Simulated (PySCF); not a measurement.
# C3H3Cl2FGe: the cost of one run

The runs use PySCF 2.14.0, with density-fitted response routines of our own; the level of theory stands in each step. All values are computed, except where a source is named. Atoms are numbered from 0 throughout.

### Step 1. Starting geometry

10 atoms, charge 0, multiplicity 1; geometry from: PBE0-D3(BJ)/def2-SVP.

Bonds of the start (Å): F0–C1 1.34, C1–Cl2 1.78, C1–Cl3 1.78, C1–C4 1.45, C4–C5 1.22, C5–Ge6 1.91, Ge6–H7 1.53, Ge6–H8 1.53, Ge6–H9 1.53.

### Step 2. Core holes by ΔSCF: SCAN, X2C

Job settings and geometry (Å):

```
{"job": {"kind": "xps"}, "charge": 0, "multiplicity": 1}
F      2.701566    -0.953881    -0.850855
C      2.219706    -0.045570     0.008041
Cl     2.805530    -0.462427     1.639511
Cl     2.852409     1.552186    -0.465779
C      0.766538    -0.030149    -0.009715
C     -0.448861    -0.025945    -0.035112
Ge    -2.355759    -0.016492    -0.070098
H     -2.853127     0.292582     1.347145
H     -2.827730    -1.402535    -0.525661
H     -2.809593     1.065686    -1.057252
```

Method: delta-SCF UKS SCAN, pcX-2 on the ionised atom, pcseg-1 elsewhere, spin-free X2C.

The run is started by

```
$ OMP_NUM_THREADS=1 python probes_run.py task.json out
```

This one command runs all jobs of the session in turn.

Q: Estimate the wall time and peak memory of this first job on 1 thread of Arm Neoverse V1, shared host.

About 49 s, with a peak of 0.61 GiB.
